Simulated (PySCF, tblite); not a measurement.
# C₆H₁₂N₂OSi: geometry, infrared bands and NMR shifts

Aim: predict the infrared bands and NMR shifts of C₆H₁₂N₂OSi (`CC(=O)N(C)[C@@H]1C=N[SiH2]C1`).

Programs: tblite 0.8.0 and PySCF 2.14.0, with density-fitted response routines of our own. Each step states its level of theory. These are calculated values for one molecule in the gas phase, unless marked as measured. Atoms are numbered from 0 throughout.

## 1. The molecule as given

22 atoms, charge 0, multiplicity 1; geometry from: force field or distance geometry start.

Bonds of the start (Å): C0–C1 1.49, C1–O2 1.23, C1–N3 1.40, N3–C4 1.46, N3–C5 1.48, C5–C6 1.52, C6–N7 1.31, N7–Si8 1.75, Si8–C9 1.87, C9–C5 1.53, C0–H10 1.09, C0–H11 1.09, C0–H12 1.10, C4–H13 1.10, C4–H14 1.09, C4–H15 1.09, C5–H16 1.09, C6–H17 1.11, Si8–H18 1.47, Si8–H19 1.49, C9–H20 1.10, C9–H21 1.10.

## 2. Geometry optimisation with GFN2-xTB

The job: settings as JSON, then the geometry in Å.

```
{"job": {"kind": "relax", "xc": "GFN2-xTB", "basis": "xTB"}, "charge": 0, "multiplicity": 1}
C     -3.123900     0.294000    -0.368900
C     -1.896800    -0.537800    -0.550200
O     -1.981500    -1.714600    -0.913400
N     -0.662400     0.056400    -0.270600
C     -0.526000     1.349500     0.396700
C      0.540200    -0.776000    -0.475800
C      0.954200    -1.397100     0.852600
N      2.088900    -1.113800     1.437400
Si     2.983100    -0.011100     0.414200
C      1.774100    -0.049000    -1.011600
H     -3.313000     0.487100     0.691600
H     -3.041900     1.233600    -0.916600
H     -3.999800    -0.243000    -0.759700
H      0.036600     2.025400    -0.267000
H      0.004500     1.234100     1.337700
H     -1.488100     1.817500     0.624300
H      0.300900    -1.596200    -1.150000
H      0.245100    -2.106700     1.331800
H      4.304100    -0.562000     0.071200
H      3.011700     1.326900     1.064600
H      1.557700     0.944200    -1.430900
H      2.221900    -0.641900    -1.820000
```

Started as:

```sh
OMP_NUM_THREADS=1 python probes_run.py task.json out
```

The driver reads the jobs from task.json and runs them one after another.

**Question.** This job is followed by: GFN2-xTB harmonic vibrations, gas phase; GIAO PBE0/pcSseg-1 NMR shielding, non-relativistic, gas phase. Predict these results of the whole session: strongest single infrared mode (GFN2-xTB); zero-point energy (GFN2-xTB); ¹³C shifts against TMS (PBE0/pcSseg-1); ¹H shifts against TMS (PBE0/pcSseg-1, means over atoms taken as alike); ¹⁷O shifts against H2O (PBE0/pcSseg-1); ¹⁵N shifts against NH3 (PBE0/pcSseg-1); ²⁹Si shifts against TMS (PBE0/pcSseg-1).

As calculated:

```
                                                              quantity                                               value
                             strongest single infrared mode (GFN2-xTB)                               1720 cm⁻¹, 523 km/mol
                                          zero-point energy (GFN2-xTB)                                      108.0 kcal/mol
                                ¹³C shifts against TMS (PBE0/pcSseg-1)            194.0, 171.7, 66.5, 32.7, 23.2, 11.0 ppm
¹H shifts against TMS (PBE0/pcSseg-1, means over atoms taken as alike)  8.44, 5.92, 5.30, 5.09, 2.78, 2.10, 1.31, 0.36 ppm
                                ¹⁷O shifts against H2O (PBE0/pcSseg-1)                                           428.3 ppm
                                ¹⁵N shifts against NH3 (PBE0/pcSseg-1)                                    395.6, 132.2 ppm
                               ²⁹Si shifts against TMS (PBE0/pcSseg-1)                                            -2.0 ppm
```

**Reading.** Over 203 steps the energy fell by 0.396 eV; of the close pairs, C6–N7 changed most, 1.308 to 1.258 Å. No mode is imaginary among the 60: a minimum at this level. The strongest single mode, at 1720 cm⁻¹, moves mainly C1 and O2. Unscaled tight-binding wavenumbers are off by several per cent, some by more. Its intensities can rank the bands wrongly. At PBE0/pcSseg-1: The widest tensor belongs to N7: span 766 ppm, with a paramagnetic part of -456 ppm.
